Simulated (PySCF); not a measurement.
# Cu³⁺: dipole response in aug-cc-pwCVTZ-DK plus 1 even-tempered diffuse shell per l

How polarisable is Cu³⁺ at the levels listed below?

The numbers are computed with PySCF 2.14.0 (unrestricted determinants in a Gaussian basis, no spin-orbit coupling in the energies), except any that are marked as measured or tabulated.

## Step 1: The system

* Element: copper (Z = 29)
* Basis: aug-cc-pwCVTZ-DK with one added diffuse shell each of s, p, d, f, g type (11s10p8d5f4g, 152 functions)
* Hamiltonian: scalar relativity by spin-free X2C-1e
* State 1: Cu³⁺: [Ar] 3d8, high-spin 3F determinant
* Methods: UHF

The outer shells:

Cu3+ [Ar] 3d8
```
[Ar] core
3d [↑↓][↑↓][↑↓][↑ ][↑ ]
```

The runs were made by one driver on top of PySCF. The scripts below sum up each run's settings (the driver also hands on starting orbitals that pick excited configurations, and frozen orbitals as a list rather than a count), and the logs come from the driver's own runs. The driver starts from symmetry-adapted Hartree-Fock orbitals, holds the occupation by maximum overlap and uses a logarithmic radial grid for functionals, so a plain start would take other cycles.

The integrals over 152 functions and the set-up took 18 s of CPU time.

## Step 2: Cu³⁺, at UHF

UHF:

File input.py:

```python
from pyscf import gto, scf, dft, mp, cc
import basis_set_exchange as bse
mol = gto.M(atom="Cu 0 0 0", charge=3, spin=2, symmetry="D2h",
            basis=gto.basis.parse(bse.get_basis("aug-cc-pwCVTZ-DK", elements=["Cu"], fmt="nwchem", augment_diffuse=1)),
            nucmod="G")
mf = scf.UHF(mol).sfx2c1e()
mf.irrep_nelec = {'Ag': (5, 3), 'B1g': (1, 1), 'B2g': (1, 1), 'B3g': (1, 1), 'B1u': (2, 2), 'B2u': (2, 2), 'B3u': (2, 2)}
mf.kernel()
```

Log:

```text
damping factor = 0
level_shift factor = 0
DIIS = <class 'pyscf.scf.diis.CDIIS'>
diis_start_cycle = 1
diis_space = 10
diis_damp = 0
SCF conv_tol = 1e-09
SCF conv_tol_grad = None
number electrons alpha = 14  beta = 12
cycle= 1 E= -1651.02845982612  delta_E= -0.00871  |g|= 0.0393  |ddm|= 0.0279
cycle= 2 E= -1651.02861384476  delta_E= -0.000154  |g|= 0.00571  |ddm|= 0.00579
cycle= 3 E= -1651.02861774533  delta_E= -3.9e-06  |g|= 0.00106  |ddm|= 0.00214
cycle= 4 E= -1651.02861787814  delta_E= -1.33e-07  |g|= 0.000294  |ddm|= 0.000564
cycle= 5 E= -1651.02861790247  delta_E= -2.43e-08  |g|= 5.93e-05  |ddm|= 0.000241
cycle= 6 E= -1651.02861790385  delta_E= -1.38e-09  |g|= 6.84e-06  |ddm|= 6.56e-05
cycle= 7 E= -1651.02861790386  delta_E= -8.87e-12  |g|= 1.19e-06  |ddm|= 7.32e-06
converged SCF energy = -1651.02861790386  <S^2> = 2.002254  2S+1 = 3.0015023
```

CPU time 2.5 min on a shared host, the integrals not counted.

Orbital energies by shell (radii are means over both spins):

```tsv
shell	electrons	mean orbital energy (eV)	spread (eV)	rms radius (bohr)
1s α	1	-9094.7	0	0.0601
1s β	1	-9094.7	0	0.0601
2s α	1	-1183.3	0	0.254
2s β	1	-1181.0	0	0.254
2p α	3	-1023.9	0	0.228
2p β	3	-1021.6	0	0.228
3s α	1	-190.35	0	0.757
3s β	1	-184.46	0	0.757
3p α	3	-141.50	0	0.799
3p β	3	-134.43	0	0.799
3d α	5	-61.980	1.691	0.947
3d β	3	-59.148	0	0.947
```

⟨S²⟩ = 2.002, ⟨L²⟩ = 12.02.

The driver then solved the coupled dipole response at imaginary frequencies: mean α = 1.420 bohr³, C₆ = 3.260 au for a like pair.

Radial density 4πr²ρ of Cu³⁺ at UHF:

```tsv
r (bohr)	density	spin density
0.000925	0.273	0.000
0.00156	0.681	0.000
0.00262	1.66	0.000
0.00440	3.92	0.000
0.00740	8.70	0.000
0.0125	17.3	0.000
0.0209	28.8	-0.001
0.0352	35.4	-0.001
0.0593	30.2	0.000
0.0997	30.4	0.020
0.168	40.3	0.200
0.282	23.5	0.970
0.474	20.0	2.244
0.798	18.0	2.013
1.34	3.92	0.581
2.26	0.233	0.038
3.80	0.00132	0.000
```

## Step 3: The response side by side

Cu³⁺, in atomic units:

```tsv
method	mean α	C₆ (like pair)	S(−4)
UHF	1.420	3.260	0.5816
```

α(iu) at UHF:

```tsv
u (hartree)	α(iu) (bohr³)
0	1.420
0.0500	1.419
0.100	1.414
0.200	1.397
0.300	1.371
0.500	1.298
0.750	1.187
1.00	1.077
1.50	0.8839
2.00	0.7329
3.00	0.5226
5.00	0.3000
```

## Step 4: What came out

| quantity | value |
| --- | --- |
| α of Cu³⁺ | 1.420 (UHF) bohr³ |

In words: A single London oscillator with the computed α and C₆ of Cu³⁺ at UHF would have ω = 4 C₆ / (3 α²) = 2.16 hartree. All values hold for this basis alone; no basis-set limit was taken.
